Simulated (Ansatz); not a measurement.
# W: the cost of one run

All numbers below are computed with Ansatz 0.2.0 (DFT PBE+D3(BJ), plane waves, PAW, scalar-relativistic, no spin polarisation).

**1. Starting point**

The cell holds 15 atoms (W15): a = 6.320 Å, b = 6.320 Å, c = 6.320 Å, α = 90.00°, β = 90.00°, γ = 90.00°.

Structure file:

```xyz
15
Lattice="6.3200 0.0000 0.0000 0.0000 6.3200 0.0000 0.0000 0.0000 6.3200" Properties=species:S:1:pos:R:3 pbc="T T T"
W    -0.0239   -0.0051    0.0098
W     3.1750   -0.0289   -0.0282
W     0.0333    3.1426    0.0037
W    -0.0102   -0.0488    3.1552
W     1.5747    1.6313    1.5215
W     3.1425    3.1768   -0.0177
W     3.0939    0.0169    3.1634
W    -0.0270    3.1286    3.1378
W     1.5840    4.7329    1.5585
W     1.5884    1.6093    4.7201
W     3.2047    3.1589    3.1758
W     4.7504    4.7527    1.5848
W     4.6703    1.5494    4.7638
W     1.5464    4.7408    4.6910
W     4.7191    4.7831    4.7446
```

**2. Relaxing end A**

The input, input.yaml:

```yaml
crystal:
  lattice:
    - [6.32, 0.0, 0.0]
    - [0.0, 6.32, 0.0]
    - [0.0, 0.0, 6.32]
  atoms:
    - { symbol: W, position: [-0.0037873, -0.0008075, 0.0015432] }
    - { symbol: W, position: [0.5023785, -0.0045656, -0.0044696] }
    - { symbol: W, position: [0.0052625, 0.4972399, 0.0005905] }
    - { symbol: W, position: [-0.001607, -0.0077243, 0.4992357] }
    - { symbol: W, position: [0.2491612, 0.2581166, 0.2407379] }
    - { symbol: W, position: [0.4972369, 0.5026587, -0.0027948] }
    - { symbol: W, position: [0.4895424, 0.0026747, 0.5005365] }
    - { symbol: W, position: [-0.0042722, 0.4950262, 0.4964911] }
    - { symbol: W, position: [0.250631, 0.7488761, 0.2465997] }
    - { symbol: W, position: [0.2513242, 0.2546388, 0.7468517] }
    - { symbol: W, position: [0.5070726, 0.4998292, 0.5025071] }
    - { symbol: W, position: [0.7516509, 0.752017, 0.2507648] }
    - { symbol: W, position: [0.7389775, 0.2451525, 0.753772] }
    - { symbol: W, position: [0.2446864, 0.7501299, 0.7422426] }
    - { symbol: W, position: [0.7466858, 0.7568215, 0.7507236] }
basis:
  ecutwfc: 420.0
kpoints:
  mp_grid: { grid: [3, 3, 3] }
hamiltonian:
  xc: pbe
  dispersion: d3bj
  pseudopotentials: { kind: paw, azcp: { folder: soft_1 } }
scf:
  occupations: { method: gaussian, width: 0.05 }
  lower_state_search: "off"
relax:
  f_tol: 0.03
  max_steps: 60
  adjacent_minimum: "off"
output:
  write_density: true
  write_potential: true
  elf: true
  volumetric_format: npy
```

On the command line:

```sh
> ansatz run input.yaml --threads 4 --pin off --max-ram 10240MiB --backend cpu --events-out ev --progress --plain --runs-dir out
```

What time and memory should one allow on 4 threads of Arm Neoverse V2, shared host?

About 49 s, with a peak of 1.2 GiB.
